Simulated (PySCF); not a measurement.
# C6H16P2: the cost of one run

Computed with PySCF 2.14.0 and routines of our own; the level stands in each step. Atoms count from 0.

## (1) The system as given

24 atoms, charge 0, multiplicity 1; geometry from: GFN2-xTB.

## (2) Excited states: TDA BHandHLYP/def2-SVP

What the job is given:

```
{"job": {"kind": "states", "xc": "BHandHLYP", "basis": "def2-SVP", "tda": true, "soc": true, "nstates": 5, "ntriplets": 6, "nquad": 4}, "charge": 0, "multiplicity": 1}
C     -0.397986     0.169667    -2.110390
P     -0.327676     0.609028    -0.463024
P     -0.266645     2.650732     0.536534
C     -1.869867     0.028547     0.362596
C     -2.167639    -1.447919     0.157206
C      1.094619    -0.231819     0.380295
C      2.330379     0.661288     0.341536
C      1.383818    -1.577108    -0.271250
H     -1.267413     0.601728    -2.601699
H      0.518895     0.397468    -2.648042
H      0.515886     3.162058    -0.492045
H     -1.440976     2.984376    -0.132898
H     -2.674590     0.632297    -0.072393
H     -1.802979     0.282140     1.425950
H     -1.499568    -2.065613     0.752783
H     -2.044728    -1.706601    -0.892302
H     -3.190700    -1.670578     0.455593
H      0.788431    -0.374546     1.425489
H      2.144424     1.604945     0.857002
H      3.169103     0.167093     0.829929
H      2.611417     0.874916    -0.688925
H      0.505004    -2.215445    -0.271023
H      1.691176    -1.432720    -1.303827
H      2.185880    -2.084171     0.263926
```

Level: TDA BHandHLYP/def2-SVP excited states, vertical, gas phase, spin-orbit mean-field couplings.

Command:

```sh
$ OMP_NUM_THREADS=1 python excited_run.py task.json out
```

One launch serves the whole session: the jobs run in the order shown.

**Question.** How long does this job take on 1 thread of Arm Neoverse N1, shared host, and how much memory does it need?

About 72 s, with a peak of 0.9 GiB.
